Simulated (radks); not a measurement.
# Ionisation energy and size from Ni to Pt

An exercise on one series of results from a longer session: the logs are not shown, and one member is left open.

The numbers are computed with radks (a radial shooting solver on a logarithmic mesh, Libxc functionals) version 1 (scalar-relativistic Kohn-Sham, PBEsol, spin-polarised, spherical densities, finite nucleus; open shells are filled with parallel spins first), except any that are marked as measured or tabulated.

1 further run of the same task is left out (set aside as unsound or not needed).

### What is computed

| Item | Value |
| --- | --- |
| species | Ni, Pd, Pt |
| runs | 6, each species and its next ion |

The first run:

Settings of this run:

```text
Z 28
configuration [Ar] 3d8 4s2
relativity scalar-relativistic
functional pbe_sol,pbe_sol
spin polarised
nucleus finite rms 3.7757 fm
c 137.035999084
```

Command:

```console
$ python run_ks.py task.json out
```

This one command runs every case of the session in turn.

Among the steps run: Ni, [Ar] 3d8 4s2.

One of the session's tables, all rows but one given; the rest of the session is left out.

It belongs to the step «Ni, [Ar] 3d8 4s2». Radial moments (bohr):

```
  level     <r>  outermost maximum (interpolated)  90 % within  nodes
  3s up  0.7400                             0.639         1.11      2
3s down  0.7414                             0.640         1.11      2
  3p up       ?                                 ?            ?      ?
3p down  0.7805                             0.647         1.21      1
  3d up  0.9959                             0.627         1.75      0
3d down   1.034                             0.632         1.84      0
  4s up   2.760                              2.21         4.24      3
4s down   2.836                              2.27         4.37      3
```

Q: Estimate the row for 3p up from the others.

**Answer.** <r>: 0.7779; outermost maximum (interpolated): 0.647; 90 % within: 1.20; nodes: 1. In the column «<r>» it lies between 3s down (0.7414) and 3p down (0.7805).

Caveats from the session: For Pt the highest level isn't the widest one, so −ε(HOMO) and <r> belong to different orbitals, and Δ-SCF follows the ion's typed configuration. Open shells are spherical and high-spin; term and fine-structure splittings are not resolved.
